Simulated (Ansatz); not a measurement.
**LiY3 in Ansatz: convergence with smearing width**

The system is LiY3.

```xyz
4
Lattice="0.0000 3.8999 3.8999 3.8999 0.0000 3.8999 3.8999 3.8999 0.0000" Properties=species:S:1:pos:R:3 pbc="T T T"
Y     3.8999    3.8999    3.8999
Y     5.8498    5.8498    5.8498
Y     1.9499    1.9499    1.9499
Li    0.0000    0.0000    0.0000
```

The cell comes from a database or a generator and needn't be the stable form of this composition.

| Item | Value |
| --- | --- |
| Program | Ansatz 0.2.0 |
| Task | convergence study |
| Functional | PBEsol |
| Potentials or basis | Ansatz PAW |
| Cutoff | 420 eV (not typed: the program's choice for these potentials) |
| k mesh | 5 × 5 × 5 |
| Occupations | fermi-dirac, width 0.3 eV |
| Spin | no spin polarisation |

These are the settings of the first run; the series varies smearing width, with any setting tied to it.

Hardware: 2 threads of Arm Neoverse V1 (shared host).

Problem. The values tried are 0.3 eV, 0.2 eV, 0.15 eV, 0.1 eV, 0.05 eV, 0.025 eV, 0.01 eV, 0.005 eV, loosest first. From which on does the pressure stay within 0.1 GPa of the tightest run that finished?

Solution. From 0.05 eV on.

```tsv
smearing width	energy less the tightest run, at zero smearing (meV/atom)	pressure (GPa)	SCF cycles	CPU time (s)	peak memory (GiB)
0.3 eV	5.84	-0.44	6	2.6	0.36
0.2 eV	7.95	-0.99	6	2	0.35
0.15 eV	5.92	-1.23	6	2	0.35
0.1 eV	3.39	-1.42	6	2.4	0.35
0.05 eV	0.58	-1.52	6	1.9	0.35
0.025 eV	-0.33	-1.54	6	2	0.35
0.01 eV	-0.06	-1.55	6	2	0.35
0.005 eV	0.00	-1.56	7	2.2	0.35
```

Against the tightest run, the energy stays within 1 meV/atom from 0.05 eV on. Narrower smearing needs a denser k mesh, so at a fixed mesh the narrowest width isn't the most accurate. The tightest run that finished is the yardstick and may itself not be fully converged.

Caveat, for the tightest run too: the PAW data sets come from PBE, with cores solved anew for the run's functional, which leaves a small shift of forces and pressure.
